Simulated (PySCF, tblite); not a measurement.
**C4H8BNO: geometry, infrared bands and NMR shifts**

Wanted: the infrared bands and NMR shifts of C4H8BNO (`[BH3-][N+]#CCCC=O`), by calculation.

Programs: tblite 0.8.0 and PySCF 2.14.0, with density-fitted response routines of our own. Each step states its level of theory. These are calculated values for one molecule in the gas phase, unless marked as measured. Atoms count from 0, in the outputs and in this text.

## Step 1: Starting geometry

15 atoms, charge 0, multiplicity 1; geometry from: force field or distance geometry start.

Bonds of the start (Å): B0–N1 1.50, N1–C2 1.14, C2–C3 1.48, C3–C4 1.54, C4–C5 1.50, C5–O6 1.22, B0–H7 1.19, B0–H8 1.19, B0–H9 1.18, C3–H10 1.11, C3–H11 1.10, C4–H12 1.11, C4–H13 1.10, C5–H14 1.09.

## Step 2: Optimising the geometry with GFN2-xTB

What the job is given:

```
{"job": {"kind": "relax", "xc": "GFN2-xTB", "basis": "xTB"}, "charge": 0, "multiplicity": 1}
B      3.236100    -0.559100     0.411900
N      1.845800    -0.081100     0.104300
C      0.787000     0.276700    -0.114900
C     -0.583200     0.750900    -0.420900
C     -1.611900    -0.264800     0.114300
C     -3.011900     0.209200    -0.169000
O     -3.411400     0.317600    -1.317100
H      3.181600    -1.506700     1.126700
H      3.839000     0.308200     0.960000
H      3.773100    -0.847200    -0.598900
H     -0.739400     1.728300     0.073100
H     -0.690000     0.861000    -1.510200
H     -1.465400    -1.249500    -0.371500
H     -1.481100    -0.392300     1.201700
H     -3.672800     0.457000     0.661300
```

Run with:

```bash
> OMP_NUM_THREADS=1 python probes_run.py task.json out
```

This one command runs all jobs of the session in turn.

**Question.** This job is followed by: GFN2-xTB harmonic vibrations, gas phase; GIAO PBE0/pcSseg-1 NMR shielding, non-relativistic, gas phase. Predict these results of the whole session: strongest single infrared mode (GFN2-xTB); zero-point energy (GFN2-xTB); 13C shifts against TMS (PBE0/pcSseg-1); 1H shifts against TMS (PBE0/pcSseg-1, means over atoms taken as alike); 11B shifts against BF3·OEt2 (PBE0/pcSseg-1); 15N shifts against NH3 (PBE0/pcSseg-1); 17O shifts against H2O (PBE0/pcSseg-1).

**Answer**, as computed:

| quantity | value |
| --- | --- |
| strongest single infrared mode (GFN2-xTB) | 1796 cm⁻¹, 312 km/mol |
| zero-point energy (GFN2-xTB) | 70.0 kcal/mol |
| 13C shifts against TMS (PBE0/pcSseg-1) | 202.2, 115.7, 44.6, 12.1 ppm |
| 1H shifts against TMS (PBE0/pcSseg-1, means over atoms taken as alike) | 10.07, 2.84, 2.81, 1.86 ppm |
| 11B shifts against BF3·OEt2 (PBE0/pcSseg-1) | -43.7 ppm |
| 15N shifts against NH3 (PBE0/pcSseg-1) | 239.4 ppm |
| 17O shifts against H2O (PBE0/pcSseg-1) | 690.0 ppm |

In words: Over 86 steps the energy fell by 0.267 eV; of the close pairs, C2–C3 changed most, 1.482 to 1.436 Å. The lowest mode is slightly imaginary (15i cm⁻¹), a soft motion within the noise of the Hessian, so the minimum is not strictly shown. The strongest single mode, at 1796 cm⁻¹, moves mainly C5 and O6. Unscaled tight-binding wavenumbers are off by several per cent, some by more. Its intensities can rank the bands wrongly. C5 (aldehyde carbonyl carbon) lies farthest downfield among carbon, at 202.2 ppm; low-lying n→π* states of the double bond to the heteroatom give a large paramagnetic term (-260 ppm). H14 (hydrogen on an aldehyde carbonyl carbon) lies farthest downfield among hydrogen, at 10.07 ppm; the formyl region, downfield of aromatic protons. At PBE0/pcSseg-1: Shielding is most anisotropic at O6 (span 1379 ppm, paramagnetic term -754 ppm).
